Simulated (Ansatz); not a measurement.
**C4H7F3: basis-set convergence**

Aim: see how fast density functionals converge with the basis set for C4H7F3.

Method: one geometry, several basis sets; program: Ansatz 0.2.0, Gaussian basis.

Levels to be run: PBE0-D4/def2-SVP; ωB97M-V/def2-SVP; PBE0-D4/def2-QZVPP; ωB97M-V/def2-QZVPP; the functionals' def2-TZVPP values are taken from earlier runs.

## Step 1: The relaxed structure

All runs share one geometry, relaxed beforehand with PBE0-D4 in a triple-zeta def2 set.

SMILES `FCCC(F)CF`, 14 atoms, charge 0, spin multiplicity 1.

Atoms are counted from 1 here; the program's logs count them from 0.

Bond lengths: F1–C2 1.387 Å, C2–C3 1.507 Å, C2–H8 1.093 Å, C2–H9 1.093 Å, C3–C4 1.512 Å, C3–H10 1.093 Å, C3–H11 1.094 Å, C4–F5 1.390 Å, C4–C6 1.504 Å, C4–H12 1.097 Å, C6–F7 1.379 Å, C6–H13 1.095 Å, C6–H14 1.093 Å. Angles: F1–C2–C3 109.8°, F1–C2–H8 107.6°, F1–C2–H9 107.7°, C3–C2–H8 111.0°, C3–C2–H9 111.3°, H8–C2–H9 109.3°, C2–C3–C4 112.6°, C2–C3–H10 109.3°, C2–C3–H11 109.4°, C4–C3–H10 108.9°, C4–C3–H11 109.1°, H10–C3–H11 107.4°, C3–C4–F5 108.7°, C3–C4–C6 113.7°, C3–C4–H12 110.3°, F5–C4–C6 109.1°, F5–C4–H12 106.9°, C6–C4–H12 107.9° and more.

## Step 2: PBE0-D4 in def2-SVP

Contents of in.yaml:

```yaml
crystal:
  periodic: [false, false, false]
  atoms:
    - {symbol: F, position_ang: [-2.537195, 0.038481, -0.176573]}
    - {symbol: C, position_ang: [-1.623185, 1.030200, 0.149244]}
    - {symbol: C, position_ang: [-0.319413, 0.405029, 0.572886]}
    - {symbol: C, position_ang: [0.341654, -0.374424, -0.541762]}
    - {symbol: F, position_ang: [0.644159, 0.499425, -1.579466]}
    - {symbol: C, position_ang: [1.596461, -1.087284, -0.117842]}
    - {symbol: F, position_ang: [2.448792, -0.241593, 0.560913]}
    - {symbol: H, position_ang: [-2.054165, 1.624521, 0.959143]}
    - {symbol: H, position_ang: [-1.492098, 1.662667, -0.732267]}
    - {symbol: H, position_ang: [0.363812, 1.188956, 0.910758]}
    - {symbol: H, position_ang: [-0.495904, -0.263433, 1.421194]}
    - {symbol: H, position_ang: [-0.350237, -1.123013, -0.945971]}
    - {symbol: H, position_ang: [1.340348, -1.920313, 0.544870]}
    - {symbol: H, position_ang: [2.124070, -1.468519, -0.996126]}
basis:
  gaussian: {orbitals: def2-SVP}
hamiltonian: {xc: pbe0, dispersion: d4}
output: {orbitals: {seedname: orbitals}}
```

Launch:

```bash
$ ansatz run in.yaml --threads 4 --pin off --events-out ev --progress --plain --max-ram 11315MiB
```

Further steps of the session: ωB97M-V in def2-SVP; PBE0-D4 in def2-QZVPP; ωB97M-V in def2-QZVPP.

Q: Predict the results of all the runs planned. Wanted: PBE0-D4: double and triple zeta above quadruple; ωB97M-V: double and triple zeta above quadruple.

**Answer**, as computed:

| quantity | value |
| --- | --- |
| PBE0-D4: double and triple zeta above quadruple | 15.36, 0.66 eV |
| ωB97M-V: double and triple zeta above quadruple | 15.80, 0.63 eV |

**Reading.** PBE0-D4 gains 14.70 eV from double to triple zeta, then 0.66 eV more. These are total energies; as a rule much of such shifts cancels in differences, which this series doesn't test. The LUMO of ωB97M-V is positive and keeps falling with the basis (3.46 to 1.89 eV): an unbound level that the basis holds in place.
